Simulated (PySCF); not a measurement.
# A gas-phase reaction: BF2H + H3N → BF2H2N + H2

What reaction energy should one expect for `FBF` + `N` → `NB(F)F` + `[H][H]`?

Computed with PySCF 2.14.0; each step states its level. No surroundings beyond the atoms listed, unless a continuum is named. Atoms count from 0, parts from 1.

## 1. Starting point

Each species was relaxed by itself at PBE0-D3(BJ)/def2-SVPD.

## 2. Energies of the species: wB97M-D3(BJ)/def2-TZVPD

Job settings and geometry (Å):

```
{"job": {"kind": "react", "xc": "wB97M-D3(BJ)", "basis": "def2-TZVPD"}, "charge": 0, "multiplicity": 1}
-1 BF2H charge 0 multiplicity 1
F      1.174390    -0.157350     0.519990
B     -0.006140     0.007370    -0.040960
F     -1.062450     0.003420     0.746260
H     -0.115510     0.155540    -1.223420

-1 H3N charge 0 multiplicity 1
N     -0.000160     0.000820     0.284440
H      0.934220    -0.161710    -0.079380
H     -0.600280    -0.723680    -0.098730
H     -0.319640     0.886320    -0.097250

+1 BF2H2N charge 0 multiplicity 1
N     -0.123850    -0.555100     0.483980
B      0.106320     0.475750    -0.422170
F      0.036950     1.755060    -0.050290
F      0.405580     0.222630    -1.697680
H     -0.353530    -0.386200     1.450510
H     -0.072680    -1.525600     0.217360

+1 H2 charge 0 multiplicity 1
H      0.380170    -0.000700     0.010150
H     -0.380170     0.000700    -0.010150
```

Method: wB97M-D3(BJ)/def2-TZVPD reaction energy of separated species, gas phase.

The run is started by

```bash
$ OMP_NUM_THREADS=1 python cluster_run.py task.json out
```

This one command runs all jobs of the session in turn.

Output:

```text
species 1 (BF2H)
coarse grid: 18256 points
cycle   1  E = -225.3165865917  dE =  2.331e-01  |g| = 6.450e-01  |ddm| = 1.373e+00
cycle   2  E = -225.3202933587  dE = -3.707e-03  |g| = 7.318e-01  |ddm| = 5.772e-01
cycle   3  E = -225.3910502616  dE = -7.076e-02  |g| = 3.212e-02  |ddm| = 2.749e-01
cycle   4  E = -225.3913378354  dE = -2.876e-04  |g| = 9.742e-03  |ddm| = 4.107e-02
cycle   5  E = -225.3913684235  dE = -3.059e-05  |g| = 1.257e-03  |ddm| = 1.397e-02
cycle   6  E = -225.3913692181  dE = -7.946e-07  |g| = 1.828e-04  |ddm| = 2.900e-03
final grid: 39792 points
cycle   7  E = -225.3914136156  dE = -5.815e-08  |g| = 9.718e-05  |ddm| = 6.937e-04
cycle   8  E = -225.3914136185  dE = -2.962e-09  |g| = 6.288e-05  |ddm| = 1.357e-04
cycle   9  E = -225.3914136192  dE = -6.474e-10  |g| = 2.453e-05  |ddm| = 3.845e-05
converged SCF energy = -225.3914136192

species 2 (H3N)
coarse grid: 12536 points
cycle   1  E = -56.5694025325  dE = -1.294e-01  |g| = 3.024e-01  |ddm| = 1.089e+00
cycle   2  E = -56.5779567773  dE = -8.554e-03  |g| = 2.716e-01  |ddm| = 2.676e-01
cycle   3  E = -56.5918785078  dE = -1.392e-02  |g| = 2.124e-02  |ddm| = 1.115e-01
cycle   4  E = -56.5919841028  dE = -1.056e-04  |g| = 5.194e-03  |ddm| = 1.727e-02
cycle   5  E = -56.5919952394  dE = -1.114e-05  |g| = 7.323e-04  |ddm| = 8.713e-03
cycle   6  E = -56.5919956545  dE = -4.151e-07  |g| = 1.111e-04  |ddm| = 3.174e-03
final grid: 27112 points
cycle   7  E = -56.5919842233  dE = -1.656e-08  |g| = 6.394e-05  |ddm| = 8.112e-04
cycle   8  E = -56.5919842254  dE = -2.127e-09  |g| = 5.135e-05  |ddm| = 2.603e-04
cycle   9  E = -56.5919842260  dE = -6.479e-10  |g| = 1.249e-05  |ddm| = 5.355e-05
converged SCF energy = -56.5919842260

species 3 (BF2H2N)
coarse grid: 25848 points
cycle   1  E = -280.7641220152  dE =  4.563e-01  |g| = 6.771e-01  |ddm| = 1.695e+00
cycle   2  E = -280.7818122043  dE = -1.769e-02  |g| = 7.056e-01  |ddm| = 6.608e-01
cycle   3  E = -280.8466121382  dE = -6.480e-02  |g| = 4.317e-02  |ddm| = 2.797e-01
cycle   4  E = -280.8469601598  dE = -3.480e-04  |g| = 2.398e-02  |ddm| = 4.064e-02
cycle   5  E = -280.8470764213  dE = -1.163e-04  |g| = 7.542e-03  |ddm| = 1.623e-02
cycle   6  E = -280.8470881669  dE = -1.175e-05  |g| = 8.487e-04  |ddm| = 5.482e-03
cycle   7  E = -280.8470885203  dE = -3.534e-07  |g| = 2.326e-04  |ddm| = 1.516e-03
final grid: 56152 points
cycle   8  E = -280.8470919147  dE = -4.600e-08  |g| = 1.977e-04  |ddm| = 2.441e-03
cycle   9  E = -280.8470919180  dE = -3.308e-09  |g| = 1.885e-04  |ddm| = 4.000e-04
cycle  10  E = -280.8470919236  dE = -5.651e-09  |g| = 2.165e-05  |ddm| = 9.248e-05
cycle  11  E = -280.8470919238  dE = -1.666e-10  |g| = 9.262e-06  |ddm| = 4.288e-05
converged SCF energy = -280.8470919238

species 4 (H2)
coarse grid: 4944 points
cycle   1  E = -1.1694182058  dE = -2.751e-01  |g| = 9.866e-03  |ddm| = 4.504e-01
cycle   2  E = -1.1694524526  dE = -3.425e-05  |g| = 1.161e-03  |ddm| = 9.676e-03
cycle   3  E = -1.1694531348  dE = -6.822e-07  |g| = 1.815e-04  |ddm| = 1.918e-03
final grid: 10744 points
cycle   4  E = -1.1694517805  dE = -2.406e-08  |g| = 4.114e-05  |ddm| = 3.870e-04
cycle   5  E = -1.1694517818  dE = -1.270e-09  |g| = 9.628e-06  |ddm| = 9.175e-05
cycle   6  E = -1.1694517818  dE = -7.527e-11  |g| = 3.020e-07  |ddm| = 2.872e-05
converged SCF energy = -1.1694517818

Reaction energy = -21.367 kcal/mol
```

Wall time 20 s (1 thread of Arm Neoverse N1, shared host); peak memory 0.57 GiB.

Species by species (with the dispersion term, which the log's SCF energies lack):

```
 ν  species  energy (Eh)  HOMO (eV)
-1      FBF   -225.39315     -13.41
-1        N    -56.59358     -10.26
+1   NB(F)F   -280.85111     -11.21
+1   [H][H]     -1.16967     -14.48
```

## 3. Energies of the species: PBE0-D3(BJ)/def2-TZVPD

Same as in step 2 but for these lines:

```diff
@@ -1,2 +1,2 @@
-{"job": {"kind": "react", "xc": "wB97M-D3(BJ)", "basis": "def2-TZVPD"}, "charge": 0, "multiplicity": 1}
+{"job": {"kind": "react", "xc": "PBE0", "basis": "def2-TZVPD", "disp": "d3bj"}, "charge": 0, "multiplicity": 1}
 -1 BF2H charge 0 multiplicity 1
```

Method: PBE0-D3(BJ)/def2-TZVPD reaction energy of separated species, gas phase.

Output:

```text
species 1 (BF2H)
coarse grid: 3880 points
cycle   1  E = -225.0612542752  dE =  2.175e-01  |g| = 6.062e-01  |ddm| = 1.430e+00
cycle   2  E = -224.9948354043  dE =  6.642e-02  |g| = 9.266e-01  |ddm| = 6.281e-01
cycle   3  E = -225.1175155883  dE = -1.227e-01  |g| = 1.173e-02  |ddm| = 3.685e-01
cycle   4  E = -225.1175394000  dE = -2.381e-05  |g| = 4.625e-03  |ddm| = 1.436e-02
cycle   5  E = -225.1175426387  dE = -3.239e-06  |g| = 6.283e-04  |ddm| = 3.066e-03
final grid: 39792 points
cycle   6  E = -225.1213922054  dE = -9.332e-05  |g| = 4.257e-03  |ddm| = 3.277e-02
cycle   7  E = -225.1213911949  dE =  1.011e-06  |g| = 4.948e-03  |ddm| = 3.658e-03
cycle   8  E = -225.1213943916  dE = -3.197e-06  |g| = 6.258e-04  |ddm| = 1.973e-03
cycle   9  E = -225.1213944529  dE = -6.127e-08  |g| = 1.207e-04  |ddm| = 3.887e-04
cycle  10  E = -225.1213944552  dE = -2.366e-09  |g| = 4.839e-05  |ddm| = 7.786e-05
cycle  11  E = -225.1213944555  dE = -3.205e-10  |g| = 9.107e-06  |ddm| = 2.157e-05
converged SCF energy = -225.1213944555

species 2 (H3N)
coarse grid: 2928 points
cycle   1  E = -56.4894290864  dE = -9.633e-02  |g| = 3.707e-01  |ddm| = 1.101e+00
cycle   2  E = -56.4630073163  dE =  2.642e-02  |g| = 5.179e-01  |ddm| = 4.428e-01
cycle   3  E = -56.5201070750  dE = -5.710e-02  |g| = 1.575e-02  |ddm| = 2.485e-01
cycle   4  E = -56.5201555891  dE = -4.851e-05  |g| = 3.353e-03  |ddm| = 8.646e-03
cycle   5  E = -56.5201577596  dE = -2.171e-06  |g| = 3.223e-04  |ddm| = 2.234e-03
final grid: 27112 points
cycle   6  E = -56.5150245783  dE = -1.148e-05  |g| = 5.623e-03  |ddm| = 1.587e-02
cycle   7  E = -56.5150190992  dE =  5.479e-06  |g| = 7.697e-03  |ddm| = 5.896e-03
cycle   8  E = -56.5150308977  dE = -1.180e-05  |g| = 1.391e-04  |ddm| = 3.475e-03
cycle   9  E = -56.5150309019  dE = -4.279e-09  |g| = 3.193e-05  |ddm| = 9.472e-05
cycle  10  E = -56.5150309022  dE = -2.884e-10  |g| = 3.548e-06  |ddm| = 2.687e-05
converged SCF energy = -56.5150309022

species 3 (BF2H2N)
coarse grid: 5560 points
cycle   1  E = -280.4289069854  dE =  4.072e-01  |g| = 6.810e-01  |ddm| = 1.762e+00
cycle   2  E = -280.3765061843  dE =  5.240e-02  |g| = 9.365e-01  |ddm| = 7.242e-01
cycle   3  E = -280.5035961318  dE = -1.271e-01  |g| = 4.568e-02  |ddm| = 3.859e-01
cycle   4  E = -280.5038223805  dE = -2.262e-04  |g| = 2.883e-02  |ddm| = 3.508e-02
cycle   5  E = -280.5039738868  dE = -1.515e-04  |g| = 5.047e-03  |ddm| = 1.458e-02
cycle   6  E = -280.5039791792  dE = -5.292e-06  |g| = 8.699e-04  |ddm| = 3.597e-03
final grid: 56152 points
cycle   7  E = -280.5023853114  dE = -9.882e-05  |g| = 6.682e-03  |ddm| = 6.780e-02
cycle   8  E = -280.5023808109  dE =  4.501e-06  |g| = 8.299e-03  |ddm| = 6.555e-03
cycle   9  E = -280.5023923413  dE = -1.153e-05  |g| = 3.151e-04  |ddm| = 3.520e-03
cycle  10  E = -280.5023923542  dE = -1.287e-08  |g| = 2.027e-04  |ddm| = 2.456e-04
cycle  11  E = -280.5023923606  dE = -6.361e-09  |g| = 4.664e-05  |ddm| = 9.721e-05
cycle  12  E = -280.5023923609  dE = -3.272e-10  |g| = 8.140e-06  |ddm| = 2.610e-05
converged SCF energy = -280.5023923609

species 4 (H2)
coarse grid: 1240 points
cycle   1  E = -1.1670614509  dE = -2.327e-01  |g| = 2.266e-02  |ddm| = 4.588e-01
cycle   2  E = -1.1672488735  dE = -1.874e-04  |g| = 3.232e-03  |ddm| = 1.896e-02
cycle   3  E = -1.1672533290  dE = -4.455e-06  |g| = 9.770e-05  |ddm| = 2.761e-03
final grid: 10744 points
cycle   4  E = -1.1681369559  dE = -1.929e-06  |g| = 2.740e-04  |ddm| = 1.571e-03
cycle   5  E = -1.1681369842  dE = -2.826e-08  |g| = 3.988e-05  |ddm| = 2.445e-04
cycle   6  E = -1.1681369848  dE = -6.315e-10  |g| = 1.262e-06  |ddm| = 3.103e-05
converged SCF energy = -1.1681369848

Reaction energy = -21.805 kcal/mol
```

Run time: 10 s. Hardware: 1 thread of Arm Neoverse N1, shared host; peak memory 0.55 GiB.

Reaction energy at this level: -21.80 kcal/mol.

## 4. Reaction energy: MP2/def2-TZVPD

Same as in step 3 but for these lines:

```diff
@@ -1,2 +1,2 @@
-{"job": {"kind": "react", "xc": "PBE0", "basis": "def2-TZVPD", "disp": "d3bj"}, "charge": 0, "multiplicity": 1}
+{"job": {"kind": "react", "xc": "MP2", "basis": "def2-TZVPD"}, "charge": 0, "multiplicity": 1}
 -1 BF2H charge 0 multiplicity 1
```

Method: MP2/def2-TZVPD reaction energy of separated species, gas phase.

Output:

```text
species 1 (BF2H)
final grid: 39792 points
cycle   1  E = -224.2951339792  dE =  1.949e-01  |g| = 5.946e-01  |ddm| = 1.300e+00
cycle   2  E = -224.3491684509  dE = -5.403e-02  |g| = 3.468e-01  |ddm| = 4.124e-01
cycle   3  E = -224.3654018976  dE = -1.623e-02  |g| = 4.115e-02  |ddm| = 1.517e-01
cycle   4  E = -224.3659137258  dE = -5.118e-04  |g| = 8.978e-03  |ddm| = 4.946e-02
cycle   5  E = -224.3659450064  dE = -3.128e-05  |g| = 1.643e-03  |ddm| = 1.324e-02
cycle   6  E = -224.3659463534  dE = -1.347e-06  |g| = 3.480e-04  |ddm| = 2.600e-03
cycle   7  E = -224.3659464146  dE = -6.119e-08  |g| = 5.589e-05  |ddm| = 5.053e-04
cycle   8  E = -224.3659464161  dE = -1.502e-09  |g| = 7.927e-06  |ddm| = 1.038e-04
cycle   9  E = -224.3659464161  dE = -2.558e-11  |g| = 1.635e-06  |ddm| = 9.755e-06
converged SCF energy = -224.3659464161

species 2 (H3N)
final grid: 27112 points
cycle   1  E = -56.2058947363  dE = -1.621e-01  |g| = 2.298e-01  |ddm| = 1.073e+00
cycle   2  E = -56.2178845319  dE = -1.199e-02  |g| = 7.796e-02  |ddm| = 1.404e-01
cycle   3  E = -56.2190897983  dE = -1.205e-03  |g| = 2.444e-02  |ddm| = 4.020e-02
cycle   4  E = -56.2192491193  dE = -1.593e-04  |g| = 5.225e-03  |ddm| = 1.749e-02
cycle   5  E = -56.2192632478  dE = -1.413e-05  |g| = 1.112e-03  |ddm| = 7.204e-03
cycle   6  E = -56.2192644670  dE = -1.219e-06  |g| = 2.934e-04  |ddm| = 3.286e-03
cycle   7  E = -56.2192645617  dE = -9.466e-08  |g| = 4.961e-05  |ddm| = 9.840e-04
cycle   8  E = -56.2192645637  dE = -2.081e-09  |g| = 4.563e-06  |ddm| = 1.082e-04
cycle   9  E = -56.2192645638  dE = -1.386e-11  |g| = 5.842e-07  |ddm| = 2.273e-05
converged SCF energy = -56.2192645638

species 3 (BF2H2N)
final grid: 56152 points
cycle   1  E = -279.4118659440  dE =  4.581e-01  |g| = 6.090e-01  |ddm| = 1.636e+00
cycle   2  E = -279.4690255594  dE = -5.716e-02  |g| = 3.334e-01  |ddm| = 4.604e-01
cycle   3  E = -279.4838186302  dE = -1.479e-02  |g| = 4.824e-02  |ddm| = 1.528e-01
cycle   4  E = -279.4844264108  dE = -6.078e-04  |g| = 9.543e-03  |ddm| = 4.995e-02
cycle   5  E = -279.4844571400  dE = -3.073e-05  |g| = 2.998e-03  |ddm| = 1.037e-02
cycle   6  E = -279.4844595160  dE = -2.376e-06  |g| = 8.279e-04  |ddm| = 3.246e-03
cycle   7  E = -279.4844598008  dE = -2.848e-07  |g| = 2.297e-04  |ddm| = 1.018e-03
cycle   8  E = -279.4844598247  dE = -2.395e-08  |g| = 5.420e-05  |ddm| = 3.208e-04
cycle   9  E = -279.4844598264  dE = -1.707e-09  |g| = 1.267e-05  |ddm| = 7.472e-05
cycle  10  E = -279.4844598265  dE = -1.039e-10  |g| = 2.943e-06  |ddm| = 2.299e-05
converged SCF energy = -279.4844598265

species 4 (H2)
final grid: 10744 points
cycle   1  E = -1.1312977659  dE = -3.213e-01  |g| = 4.426e-02  |ddm| = 4.479e-01
cycle   2  E = -1.1322325491  dE = -9.348e-04  |g| = 7.183e-03  |ddm| = 3.751e-02
cycle   3  E = -1.1322672492  dE = -3.470e-05  |g| = 8.111e-04  |ddm| = 1.078e-02
cycle   4  E = -1.1322676642  dE = -4.150e-07  |g| = 2.771e-05  |ddm| = 1.627e-03
cycle   5  E = -1.1322676647  dE = -4.855e-10  |g| = 2.610e-06  |ddm| = 6.834e-05
converged SCF energy = -1.1322676647

Reaction energy = -22.790 kcal/mol
```

Run time: 4.1 s. Hardware: 1 thread of Arm Neoverse N1, shared host; peak memory 0.37 GiB.

Reaction energy at this level: -22.79 kcal/mol.

## 5. Side by side

Energies in kcal/mol, with wall time:

```
                    run  reaction   time
wB97M-D3(BJ)/def2-TZVPD    -21.37   20 s
 PBE0-D3(BJ)/def2-TZVPD    -21.80   10 s
         MP2/def2-TZVPD    -22.79  4.1 s
```

## 6. Outcome

| quantity | value |
| --- | --- |
| reaction energy (wB97M-D3(BJ)/def2-TZVPD) | -21.37 kcal/mol |
| ΔH, ΔG at 298 K (xTB thermal terms) | -25.4, -23.1 kcal/mol |
| range of the reaction energy over the runs of this table | -22.79 to -21.37 kcal/mol |

What this shows: The reaction is exothermic by 25.4 kcal/mol in the gas phase; dispersion gives -0.57, and xTB itself gave -12.53 for the electronic energy (xTB energies and thermal terms come from the earlier relaxation of each species, not shown). No barrier was sought. The reaction energy runs from -22.79 (MP2/def2-TZVPD) to -21.37 kcal/mol (wB97M-D3(BJ)/def2-TZVPD).
